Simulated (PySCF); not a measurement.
# C2H6O2Si: NMR shifts at several levels of theory, part 2 of 2

PySCF 2.14.0. Atoms count from 0. The steps go on from the part before.

**9. Shielding tensors: LC-wPBE/pcSseg-2**

What the job is given:

```
{"job": {"kind": "nmr", "xc": "LC-wPBE", "basis": "pcSseg-2", "pop": false}, "charge": 0, "multiplicity": 1}
O      1.146647     0.264880     1.884852
C      1.093442     0.102415     0.694158
O      1.912394    -0.741082     0.044467
C      0.115474     0.753358    -0.230934
Si    -1.463217    -0.275660    -0.471545
H      2.482096    -1.138610     0.721016
H     -0.177199     1.722775     0.196620
H      0.568274     0.906872    -1.221684
H     -1.126018    -1.598667    -1.074006
H     -2.372107     0.471094    -1.391385
H     -2.142249    -0.483418     0.840180
```

With the program's defaults for keys left out, this is: GIAO LC-wPBE/pcSseg-2 NMR shielding, non-relativistic, gas phase.

What it wrote:

```text
coarse grid: 9688 points
cycle   1  E = -519.4802115719  dE =  6.772e-01  |g| = 1.002e+00  |ddm| = 2.263e+00
cycle   2  E = -519.4140176704  dE =  6.619e-02  |g| = 1.260e+00  |ddm| = 1.017e+00
cycle   3  E = -519.6672917961  dE = -2.533e-01  |g| = 1.319e-01  |ddm| = 5.900e-01
cycle   4  E = -519.6697993062  dE = -2.508e-03  |g| = 6.547e-02  |ddm| = 8.012e-02
cycle   5  E = -519.6705535700  dE = -7.543e-04  |g| = 1.254e-02  |ddm| = 3.918e-02
cycle   6  E = -519.6705924188  dE = -3.885e-05  |g| = 3.542e-03  |ddm| = 1.338e-02
cycle   7  E = -519.6705991482  dE = -6.729e-06  |g| = 1.229e-03  |ddm| = 4.875e-03
final grid: 88992 points
cycle   8  E = -519.6672532918  dE = -9.493e-05  |g| = 5.985e-03  |ddm| = 3.213e-02
cycle   9  E = -519.6672546398  dE = -1.348e-06  |g| = 4.971e-03  |ddm| = 4.462e-03
cycle  10  E = -519.6672583757  dE = -3.736e-06  |g| = 1.199e-03  |ddm| = 2.536e-03
cycle  11  E = -519.6672586050  dE = -2.293e-07  |g| = 3.563e-04  |ddm| = 6.070e-04
cycle  12  E = -519.6672586406  dE = -3.556e-08  |g| = 1.439e-04  |ddm| = 3.391e-04
cycle  13  E = -519.6672586329  dE =  7.700e-09  |g| = 4.266e-05  |ddm| = 1.102e-04
cycle  14  E = -519.6672586389  dE = -5.983e-09  |g| = 1.533e-05  |ddm| = 7.932e-05
cycle  15  E = -519.6672586390  dE = -8.561e-11  |g| = 2.779e-06  |ddm| = 2.245e-05
converged SCF energy = -519.6672586390

GIAO shielding tensors (ppm)
atom      isotropic    diamagn.    paramagn.     s11        s22        s33       span
  0 O      -90.508     394.181    -484.689   -338.227   -199.129    265.831    604.057
  1 C        2.080     251.043    -248.963   -106.668     35.898     77.010    183.678
  2 O      127.656     387.633    -259.977    -23.654    140.274    266.348    290.002
  3 C      169.416     245.127     -75.711    149.289    156.969    201.990     52.701
  4 Si     408.012     877.307    -469.296    381.331    392.631    450.073     68.742
  5 H       25.560      30.508      -4.948     20.426     22.503     33.753     13.327
  6 H       29.507      30.204      -0.698     25.883     27.813     34.825      8.942
  7 H       29.261      30.209      -0.948     25.655     28.216     33.912      8.257
  8 H       27.235      28.646      -1.410     24.132     25.891     31.684      7.552
  9 H       27.324      28.317      -0.993     24.501     25.123     32.349      7.848
 10 H       27.272      28.682      -1.409     24.284     25.639     31.894      7.610
```

Wall time 50 s (1 thread of Arm Neoverse V1, shared host); peak memory 1.1 GiB.

In short: δ C1 186.2, C3 18.9, O0 423.1, O2 205.0, H5 5.76, H8 4.04 ppm (means over like atoms).

**10. Shielding tensors: PBE0/STO-3G**

Same as in step 9 but for these lines:

```diff
@@ -1,2 +1,2 @@
-{"job": {"kind": "nmr", "xc": "LC-wPBE", "basis": "pcSseg-2", "pop": false}, "charge": 0, "multiplicity": 1}
+{"job": {"kind": "nmr", "xc": "PBE0", "basis": "STO-3G", "pop": true}, "charge": 0, "multiplicity": 1}
 O      1.146647     0.264880     1.884852
```

Method: GIAO PBE0/STO-3G NMR shielding, non-relativistic, gas phase.

What it wrote:

```text
coarse grid: 9688 points
cycle   1  E = -512.8746272743  dE =  6.402e-01  |g| = 7.494e-01  |ddm| = 4.072e+00
cycle   2  E = -512.6076159769  dE =  2.670e-01  |g| = 1.320e+00  |ddm| = 2.304e+00
cycle   3  E = -513.0329625501  dE = -4.253e-01  |g| = 3.149e-01  |ddm| = 1.606e+00
cycle   4  E = -513.0609354266  dE = -2.797e-02  |g| = 6.019e-02  |ddm| = 4.510e-01
cycle   5  E = -513.0620048464  dE = -1.069e-03  |g| = 1.276e-02  |ddm| = 8.216e-02
cycle   6  E = -513.0620503677  dE = -4.552e-05  |g| = 2.241e-03  |ddm| = 1.707e-02
cycle   7  E = -513.0620517856  dE = -1.418e-06  |g| = 4.250e-04  |ddm| = 3.025e-03
final grid: 88992 points
cycle   8  E = -513.0182592644  dE =  2.802e-06  |g| = 7.380e-03  |ddm| = 1.640e-02
cycle   9  E = -513.0182334421  dE =  2.582e-05  |g| = 1.222e-02  |ddm| = 2.152e-02
cycle  10  E = -513.0182732389  dE = -3.980e-05  |g| = 1.777e-03  |ddm| = 1.465e-02
cycle  11  E = -513.0182742174  dE = -9.785e-07  |g| = 6.000e-05  |ddm| = 2.391e-03
cycle  12  E = -513.0182742185  dE = -1.109e-09  |g| = 1.850e-05  |ddm| = 1.002e-04
cycle  13  E = -513.0182742186  dE = -1.164e-10  |g| = 4.057e-06  |ddm| = 3.020e-05
converged SCF energy = -513.0182742186

GIAO shielding tensors (ppm)
atom      isotropic    diamagn.    paramagn.     s11        s22        s33       span
  0 O      -52.280     384.800    -437.080   -427.591   -139.546    410.295    837.886
  1 C      118.152     258.429    -140.276     33.217    153.830    167.410    134.193
  2 O      214.706     377.594    -162.888     76.367    274.810    292.942    216.575
  3 C      223.492     246.649     -23.158    212.397    213.415    244.663     32.266
  4 Si     580.396     868.598    -288.202    554.747    567.145    619.295     64.548
  5 H       27.503      29.679      -2.175     21.259     26.116     35.136     13.877
  6 H       31.213      30.996       0.217     26.179     28.376     39.085     12.906
  7 H       31.062      30.962       0.099     26.041     28.386     38.758     12.717
  8 H       30.614      31.205      -0.592     26.621     28.726     36.494      9.873
  9 H       30.586      30.262       0.324     26.971     27.804     36.982     10.012
 10 H       30.748      31.179      -0.431     26.778     28.648     36.819     10.041
```

It took 2.5 s on 1 thread of Arm Neoverse V1, shared host; peak memory 0.51 GiB.

This run: δ C1 116.5, C3 11.2, O0 394.0, O2 127.0, H5 5.10, H8 1.96 ppm (means over like atoms).

**11. NMR shieldings: PBE0/6-31G**

Same as in step 10 but for these lines:

```diff
@@ -1,2 +1,2 @@
-{"job": {"kind": "nmr", "xc": "PBE0", "basis": "STO-3G", "pop": true}, "charge": 0, "multiplicity": 1}
+{"job": {"kind": "nmr", "xc": "PBE0", "basis": "6-31G", "pop": true}, "charge": 0, "multiplicity": 1}
 O      1.146647     0.264880     1.884852
```

Level: GIAO PBE0/6-31G NMR shielding, non-relativistic, gas phase.

What it wrote:

```text
coarse grid: 9688 points
cycle   1  E = -519.1400041229  dE =  7.313e-01  |g| = 9.076e-01  |ddm| = 3.085e+00
cycle   2  E = -518.7701724998  dE =  3.698e-01  |g| = 1.651e+00  |ddm| = 2.487e+00
cycle   3  E = -519.2942337121  dE = -5.241e-01  |g| = 3.176e-01  |ddm| = 1.824e+00
cycle   4  E = -519.3139602714  dE = -1.973e-02  |g| = 6.160e-02  |ddm| = 3.049e-01
cycle   5  E = -519.3145612701  dE = -6.010e-04  |g| = 2.087e-02  |ddm| = 5.575e-02
cycle   6  E = -519.3146713099  dE = -1.100e-04  |g| = 4.050e-03  |ddm| = 2.208e-02
cycle   7  E = -519.3146747541  dE = -3.444e-06  |g| = 1.205e-03  |ddm| = 4.496e-03
final grid: 88992 points
cycle   8  E = -519.2622319087  dE =  2.560e-06  |g| = 9.649e-03  |ddm| = 1.411e-02
cycle   9  E = -519.2621915061  dE =  4.040e-05  |g| = 1.718e-02  |ddm| = 2.296e-02
cycle  10  E = -519.2622500529  dE = -5.855e-05  |g| = 2.212e-03  |ddm| = 1.568e-02
cycle  11  E = -519.2622510246  dE = -9.717e-07  |g| = 1.302e-04  |ddm| = 1.795e-03
cycle  12  E = -519.2622510274  dE = -2.834e-09  |g| = 5.930e-05  |ddm| = 1.364e-04
cycle  13  E = -519.2622510283  dE = -8.902e-10  |g| = 7.320e-06  |ddm| = 6.722e-05
converged SCF energy = -519.2622510283

GIAO shielding tensors (ppm)
atom      isotropic    diamagn.    paramagn.     s11        s22        s33       span
  0 O      -91.079     396.564    -487.643   -340.673   -209.258    276.696    617.369
  1 C       33.532     248.514    -214.982    -66.830     65.583    101.843    168.673
  2 O      128.551     392.753    -264.202    -24.923    148.613    261.963    286.886
  3 C      182.741     252.329     -69.589    165.528    170.205    212.489     46.961
  4 Si     483.073     880.777    -397.705    456.328    467.397    525.494     69.165
  5 H       27.496      30.558      -3.063     21.144     26.291     35.052     13.908
  6 H       30.959      30.483       0.476     26.523     29.266     37.088     10.565
  7 H       30.609      30.003       0.606     26.352     29.399     36.077      9.725
  8 H       28.630      28.660      -0.030     24.988     27.299     33.603      8.615
  9 H       28.768      28.742       0.026     25.485     26.428     34.392      8.907
 10 H       28.668      28.797      -0.129     25.106     27.011     33.887      8.781
```

Run time: 4.5 s. Hardware: 1 thread of Arm Neoverse V1, shared host; peak memory 0.5 GiB.

Key values: δ C1 166.0, C3 16.8, O0 409.6, O2 189.9, H5 5.12, H8 3.92 ppm (means over like atoms).

**12. Run by run: NMR shifts**

Shifts (ppm) of some atoms, chosen among heavy atoms and hydrogens apart, means over like atoms, with basis size and wall time:

| run | C1 | C3 | H5 | H8 | O0 | O2 | Si4 | functions | time |
| --- | --- | --- | --- | --- | --- | --- | --- | --- | --- |
| PBE0/pcSseg-2 | 179.6 | 18.3 | 5.63 | 4.12 | 423.7 | 210.2 | -62.2 | 271 | 27 s |
| mPW1PW91/pcSseg-2 | 179.9 | 18.5 | 5.63 | 4.09 | 424.1 | 209.6 | -61.7 | 271 | 27 s |
| WP04/pcSseg-2 | 181.5 | 20.8 | 5.86 | 3.57 | 415.3 | 205.1 | -56.2 | 271 | 27 s |
| B97-2/pcSseg-2 | 176.5 | 18.3 | 5.61 | 4.04 | 412.6 | 206.2 | -60.4 | 271 | 27 s |
| BHandHLYP/pcSseg-2 | 183.0 | 18.7 | 5.74 | 3.98 | 420.6 | 198.5 | -61.2 | 271 | 26 s |
| CAM-B3LYP/pcSseg-2 | 184.2 | 19.3 | 5.69 | 4.07 | 425.1 | 209.5 | -64.7 | 271 | 36 s |
| wB97X-D/pcSseg-2 | 181.6 | 18.8 | 5.67 | 4.09 | 422.3 | 206.8 | -62.7 | 271 | 35 s |
| LC-wPBE/pcSseg-2 | 186.2 | 18.9 | 5.76 | 4.04 | 423.1 | 205.0 | -61.3 | 271 | 50 s |
| PBE0/STO-3G | 116.5 | 11.2 | 5.10 | 1.96 | 394.0 | 127.0 | -62.8 | 35 | 2.5 s |
| PBE0/6-31G | 166.0 | 16.8 | 5.12 | 3.92 | 409.6 | 189.9 | -38.3 | 61 | 4.5 s |

**13. Results**

What follows sums up all 2 parts.

| quantity | value |
| --- | --- |
| 13C shifts against TMS (PBE0/pcSseg-2) | 179.6, 18.3 ppm |
| 1H shifts against TMS (PBE0/pcSseg-2, means over atoms taken as alike) | 5.63, 4.12, 2.01 ppm |
| 17O shifts against H2O (PBE0/pcSseg-2) | 423.7, 210.2 ppm |
| 29Si shifts against TMS (PBE0/pcSseg-2) | -62.2 ppm |
| range of the shift of O2 | 127.0 to 210.2 ppm |
| property runs in this session | 10, of which 0 failed and 1 gave unsound results |

Single values in the summary come from the first run of each kind that ended normally (PBE0/pcSseg-2), which need not be the best level. At PBE0/pcSseg-2: Shielding is most anisotropic at O0 (span 586 ppm, paramagnetic term -490 ppm). Across the 10 runs the shift of O2 moves most, between 127.0 (PBE0/STO-3G) and 210.2 ppm (PBE0/pcSseg-2). A minimal basis is unusable for shieldings, so that end is no result.
